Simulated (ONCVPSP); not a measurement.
# An ONCV potential for Tm, from input to tests

Task: generate the file, and judge it by its errors in other configurations, its logarithmic derivatives, its ghosts and its cutoff.

Program: ONCVPSP 4.0.1. Reference atom: LDA (Perdew-Wang 92), scalar-relativistic, spherical and spin-unpolarised. All values are calculated.

### Step 1. Starting point

Typed settings, in words:

| Quantity | Value |
| --- | --- |
| element | thulium (Tm, Z = 69) |
| type | optimised norm-conserving Vanderbilt (ONCV) |
| frozen core | [Kr] 4d10 |
| valence charge | 23 |
| reference configuration | 4f12 5s2 5p6 5d1 6s2 |
| partial waves | 5s+6s: rc 2.05 bohr, ncon 4, nbas 7, qcut 6.3 1/bohr, 2 projectors; 5p: rc 2.00 bohr, ncon 4, nbas 7, qcut 6.8 1/bohr, 2 projectors, debl 1.8 Ha; 5d: rc 3.45 bohr, ncon 5, nbas 10, qcut 4.4 1/bohr, 2 projectors, debl 0.9 Ha; 4f: rc 0.80 bohr, ncon 4, nbas 8, qcut 19.2 1/bohr, 2 projectors, debl 0.3 Ha |
| local potential | polynomial inside 0.55 bohr (lpopt 5, dvloc0 0 Ha) |
| core correction | Teter function, fcfact 6, rcfact 1.2 |

The outer shells as boxes (Hund's rule for the drawing; the calculation is spin-unpolarised):

```
[Kr] core
4d [↑↓][↑↓][↑↓][↑↓][↑↓]
4f [↑↓][↑↓][↑↓][↑↓][↑↓][↑ ][↑ ]
5s [↑↓]
5p [↑↓][↑↓][↑↓]
5d [↑ ][  ][  ][  ][  ]
6s [↑↓]
```

An earlier all-electron run gives the scale for the radii.

All-electron outer shells of the reference configuration (LDA (PZ), scalar-relativistic, ld1.x):

```json
{"shell": "4d", "level (eV)": "-178.80", "outermost node (bohr)": "0.24", "outermost maximum (bohr)": "0.50"}
{"shell": "5s", "level (eV)": "-57.79", "outermost node (bohr)": "0.59", "outermost maximum (bohr)": "1.08"}
{"shell": "5p", "level (eV)": "-30.50", "outermost node (bohr)": "0.63", "outermost maximum (bohr)": "1.24"}
{"shell": "4f", "level (eV)": "-9.76", "outermost node (bohr)": "–", "outermost maximum (bohr)": "0.49"}
{"shell": "6s", "level (eV)": "-4.64", "outermost node (bohr)": "1.46", "outermost maximum (bohr)": "3.09"}
{"shell": "5d", "level (eV)": "-2.14", "outermost node (bohr)": "0.71", "outermost maximum (bohr)": "1.87"}
{"shell": "6p", "level (eV)": "-1.39", "outermost node (bohr)": "1.78", "outermost maximum (bohr)": "4.39"}
```

### Step 2. The generation run

Contents of Tm.dat:

```
# ATOM AND REFERENCE CONFIGURATION
# atsym  z   nc   nv     iexc    psfile
  Tm 69.00    9    5  -001012      upf
#
#   n    l    f
    1    0    2.00
    2    0    2.00
    2    1    6.00
    3    0    2.00
    3    1    6.00
    3    2   10.00
    4    0    2.00
    4    1    6.00
    4    2   10.00
    4    3   12.00
    5    0    2.00
    5    1    6.00
    5    2    1.00
    6    0    2.00
#
# PSEUDOPOTENTIAL AND OPTIMIZATION
# lmax
    3
#
#   l,   rc,      ep,       ncon, nbas, qcut
    0    2.05    0.00    4    7    6.30
    1    2.00    0.00    4    7    6.80
    2    3.45    0.00    5   10    4.40
    3    0.80    0.00    4    8   19.20
#
# LOCAL POTENTIAL
# lloc, lpopt,  rc(5),   dvloc0
    4    5    0.55    0.00
#
# VANDERBILT-KLEINMAN-BYLANDER PROJECTORs
# l, nproj, debl
    0    2    2.10
    1    2    1.80
    2    2    0.90
    3    2    0.30
#
# MODEL CORE CHARGE
# icmod, fcfact, rcfact
    3    6.00    1.20
#
# LOG DERIVATIVE ANALYSIS
# epsh1, epsh2, depsh
   -4.00    5.00    0.02
#
# OUTPUT GRID
# rlmax, drl
    6.00    0.01
#
# TEST CONFIGURATIONS
# ncnf
    4
# nvcnf
#   n    l    f
    5
    4    3   13.00
    5    0    2.00
    5    1    6.00
    5    2    0.00
    6    0    2.00
#
    5
    4    3   13.00
    5    0    2.00
    5    1    6.00
    5    2    0.00
    6    0    1.00
#
    5
    4    3   13.00
    5    0    2.00
    5    1    6.00
    5    2    0.00
    6    0    0.00
#
    5
    4    3   12.00
    5    0    2.00
    5    1    6.00
    5    2    1.00
    6    0    1.00
#
```

The run is started by

```bash
$ oncvpsp.x < Tm.dat > Tm.out
```

**Question.** What will these runs give? Wanted: cutoffs for 1 and 0.1 mHa per electron, occupied waves; bound ghosts; GHOST(+) flags; largest test error; largest phase difference near zero energy, channels read; rms error of d²Exc/dn², without and with the model core; projector energies reset by the program.

**Answer**, as computed:

```
                                                quantity                                               value
  cutoffs for 1 and 0.1 mHa per electron, occupied waves                                   173 Ha and 288 Ha
                                            bound ghosts  s at -1034.56 eV, p at -495.91 eV, d at -156.04 eV
                                          GHOST(+) flags                                          s at 43 eV
                            largest test error (AE − PS)                  -158 meV, for 4f13 5s2 5p6 5d0 6s1
largest phase difference near zero energy, channels read                                           0.002 rad
 rms error of d²Exc/dn², without and with the model core                                   5.16 and 2.41 mHa
                 projector energies reset by the program                                 f: -0.359, 0.250 Ha
```

A bound ghost (s, p, d) makes it unfit for use: electrons can fall into a state that the atom doesn't have. By total energies transferability is poor: the largest error is 158 meV on 1.7 eV, for 4f13 5s2 5p6 5d0 6s1. By its cutoff, 173 Ha for the looser tolerance, it is very hard. At the looser tolerance the 4f wave is the slowest; 5s needs 13 Ha. Near zero energy the phases of the channels with partial waves agree within 0.002 rad. The program also flags highly localised states, GHOST(+) (s).
